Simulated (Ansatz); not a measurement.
# NiO: the cost of one run

Computed with Ansatz 0.2.0 (DFT PBE+U (U_eff = 6.2 eV on Ni 3d), scalar-relativistic, plane waves, PAW, unless a step's input says otherwise).

## Step 1: The system as given

The structure is cubic, space group Fm-3m (No. 225). The conventional cell has a = 4.268 Å, b = 4.268 Å, c = 4.268 Å, α = 90.00°, β = 90.00°, γ = 90.00°. Ni (site symmetry m-3m) is surrounded by 6 O at 2.13 Å. O (site symmetry m-3m) has 6 Ni at 2.13 Å as nearest neighbours.

As a file:

```cif
data_structure
_symmetry_space_group_name_H-M 'P 1'
_symmetry_Int_Tables_number 1
_cell_length_a 3.0176
_cell_length_b 3.0176
_cell_length_c 3.0176
_cell_angle_alpha 60.000
_cell_angle_beta 60.000
_cell_angle_gamma 60.000
_cell_volume 19.43
loop_
_atom_site_label
_atom_site_type_symbol
_atom_site_fract_x
_atom_site_fract_y
_atom_site_fract_z
_atom_site_occupancy
Ni1 Ni 0.00000 0.00000 0.00000 1
O1 O 0.50000 0.50000 0.50000 1
```

This cell comes from an earlier session at PBE+U (U_eff = 6.2 eV on Ni 3d): 9.715 Å³/atom at 0.02 GPa, on a 10×10×10 mesh.

## Step 2: Coarse mesh, to find the state of the open shells

input.yaml reads:

```yaml
crystal:
  lattice:
    - [0.0, 2.1337896542, -2.1337896542]
    - [0.0, 2.1337896542, 2.1337896542]
    - [4.2675793084, 0.0, 0.0]
  atoms:
    - { symbol: Ni, position: [0.0, 0.0, 0.0], spin: 2.0 }
    - { symbol: O, position: [0.0, 1.0, 0.5] }
    - { symbol: Ni, position: [0.5, 0.5, 0.5], spin: -2.0 }
    - { symbol: O, position: [0.5, 1.5, 1.0] }
basis:
  ecutwfc: 420
  ecutrho_ratio: 4
kpoints:
  mp_grid: { grid: [5, 5, 3] }
hamiltonian:
  xc: pbe
  hubbard: { sites: [{ species: Ni, l: d, u_eff: 6.2 }] }
scf:
  occupations: { method: gaussian, width: 0.05 }
output:
  forces: true
  stress: true
  eigenvalues: true
  populations: true
  hubbard: { sites: [{ species: Ni, l: d }] }
magnetization:
  spin_polarized: true
```

The run is started by

```
> ansatz run input.yaml --threads 2 --pin off --max-ram 5120MiB --backend cpu --events-out ev --progress --plain --runs-dir out
```

**Question.** How long does this run take on 2 threads of Intel Xeon at 2.50GHz (Skylake/Cascade Lake), shared host, and how much memory does it need?

About 15 s, with a peak of 0.43 GiB.
